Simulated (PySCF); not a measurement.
# TaSH₃: rigid scans about the minimum

How stiff is TaSH₃ (singlet) against rigid distortions? The scans start from its PBE0 minimum.

Method: PBE0, basis Ta def2-TZVP with ECP60, S def2-TZVP, H def2-TZVP, scalar-relativistic core potentials, no spin–orbit coupling, density fitting; program: PySCF 2.14.0.

## Step 1: The system as given

5 atoms, charge 0, spin multiplicity 1.

Bond lengths: Ta1–S2 2.122 Å, Ta1–H3 1.774 Å, Ta1–H4 1.774 Å, Ta1–H5 1.774 Å. Angles: S2–Ta1–H3 103.3°, S2–Ta1–H4 103.3°, S2–Ta1–H5 103.3°, H3–Ta1–H4 114.8°, H3–Ta1–H5 114.8°, H4–Ta1–H5 114.8°.

```xyz
5
charge 0 multiplicity 1
Ta    0.0000    0.0000    0.0000
S     0.0000   -1.7885   -1.1417
H    -0.0002    1.2739   -1.2348
H     1.4950   -0.1192    0.9477
H    -1.4949   -0.1194    0.9479
```

## Step 2: Breathing scan

One driver script runs all scans and calls PySCF for each point, on a (75, 302) grid.

Run with:

```console
$ OMP_NUM_THREADS=2 python axn.py task.json out
```

A rigid scan with PBE0: all bonds to the central atom are scaled together. Each point starts from its neighbour's orbitals, and energies count from the minimum.

```tsv
scale of all bonds to the centre	energy (kJ/mol)	dipole size (D)
0.88	265.0	1.76
0.92	106.2	2.00
0.96	24.0	2.22
1.00	0.0	2.42
1.04	19.8	2.60
1.08	71.9	2.76
1.14	191.3	2.97
1.22	394.4	3.20
1.35	756.7	3.44
```

The scan took 13 s on 2 threads of Arm Neoverse V1, shared host.

## Step 3: Stretching one bond

A rigid scan with PBE0: the bond from Ta to the last atom (H) is scaled and the rest held.

```tsv
scale of one bond	energy (kJ/mol)	dipole size (D)
0.92	15.0	2.60
0.96	3.4	2.51
1.00	0.0	2.42
1.05	4.5	2.33
1.12	22.1	2.22
1.20	52.3	2.15
1.35	121.1	2.17
1.55	213.2	2.41
1.80	309.7	2.85
2.20	416.0	3.43
```

The scan took 14 s.

A restricted determinant lies too high at long bonds, where the pair should uncouple.

## Step 4: Summary of results

| quantity | value |
| --- | --- |
| all bonds 4 % longer | 19.8 kJ/mol |
| one bond 20 % longer | 52.3 kJ/mol |

The well is lopsided, 24.0 kJ/mol for 4 % shorter bonds against 19.8 for 4 % longer ones. Whether spin polarisation would lower the closed shell was not checked. Spin–orbit coupling, left out here, can matter for elements this heavy.
